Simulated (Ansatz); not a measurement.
**SnTe3: a trial structure relaxed**

The task: take a trial cell of SnTe3 to zero force and stress.

Program: Ansatz 0.2.0. Level of theory: DFT PBE, scalar-relativistic, plane waves, PAW. These are calculated values, not measurements.

## 1. Starting point

It takes space group P6_3/mmc (No. 194, hexagonal). The conventional cell has a = 7.913 Å, b = 7.913 Å, c = 6.216 Å, α = 90.00°, β = 90.00°, γ = 120.00°. Sn (site symmetry -6m2) has 12 Te at 3.79 to 3.96 Å as nearest neighbours. Te (site symmetry mm2) has 8 Te at 3.75 to 4.16 Å and 4 Sn at 3.79 to 3.96 Å as nearest neighbours.

Coordinates:

```cif
data_structure
_symmetry_space_group_name_H-M 'P6_3/mmc'
_symmetry_Int_Tables_number 194
_cell_length_a 7.9131
_cell_length_b 7.9131
_cell_length_c 6.2159
_cell_angle_alpha 90.000
_cell_angle_beta 90.000
_cell_angle_gamma 120.000
_cell_volume 337.07
loop_
_atom_site_label
_atom_site_type_symbol
_atom_site_symmetry_multiplicity
_atom_site_Wyckoff_symbol
_atom_site_fract_x
_atom_site_fract_y
_atom_site_fract_z
_atom_site_occupancy
Sn1 Sn 2 d 0.66667 0.33333 0.25000 1
Te1 Te 6 h 0.35040 0.17520 0.75000 1
```

The cell is invented: species swapped into a database cell of Na3Hg (P6_3/mmc, No. 194), with Te on the Na sites and Sn on the Hg sites. Lengths come from tabulated atomic sizes and are only a guess.

## 2. A first look at the guess

File input.yaml:

```yaml
crystal:
  lattice:
    - [7.9130865, 0.0, 0.0]
    - [-3.95654325, 6.85293394, 0.0]
    - [0.0, 0.0, 6.21585323]
  atoms:
    - { symbol: Sn, position: [0.66666667, 0.33333333, 0.25] }
    - { symbol: Sn, position: [0.33333333, 0.66666667, 0.75] }
    - { symbol: Te, position: [0.35039517, 0.17519759, 0.75] }
    - { symbol: Te, position: [0.82480241, 0.17519759, 0.75] }
    - { symbol: Te, position: [0.82480241, 0.64960483, 0.75] }
    - { symbol: Te, position: [0.64960483, 0.82480241, 0.25] }
    - { symbol: Te, position: [0.17519759, 0.82480241, 0.25] }
    - { symbol: Te, position: [0.17519759, 0.35039517, 0.25] }
basis:
  ecutwfc: 420
kpoints:
  mp_grid: { grid: [3, 3, 4] }
hamiltonian:
  xc: pbe
scf:
  occupations: { method: gaussian, width: 0.1 }
  lower_state_search: "off"
output:
  forces: true
  stress: true
  eigenvalues: true
```

Launch:

```sh
> ansatz run input.yaml --threads 1 --pin off --max-ram 2560MiB --backend cpu --events-out ev --progress --plain --runs-dir out
```

Further runs follow: a loose first relaxation; final relaxation.

**Question.** What will these runs give? Wanted: conventional cell; volume; energy over the elements, grey Sn; gap on the mesh.

**Answer**, as computed:

| quantity | value |
| --- | --- |
| symmetry at the end (tolerance 0.05 Å) | space group P6_3/mmc (No. 194) |
| conventional cell | a = 6.821 Å, b = 6.821 Å, c = 5.874 Å, α = 90.00°, β = 90.00°, γ = 120.00° |
| volume | 29.58 Å³/atom |
| energy over the elements, grey Sn | +0.20 eV/atom |
| gap on the mesh | none (metal) |

In words: The space group P6_3/mmc (No. 194) is kept, and the volume per atom shrinks by 29.8 % from the first guess. The formation energy is positive, so the separate elements lie lower. No finished test with a distortion of lower symmetry is shown, so the end may be a saddle point. The runs treat Te without spin-orbit coupling. Layers here are held mostly by dispersion, which this level lacks, so their spacing and the stiffness across them are unreliable there.
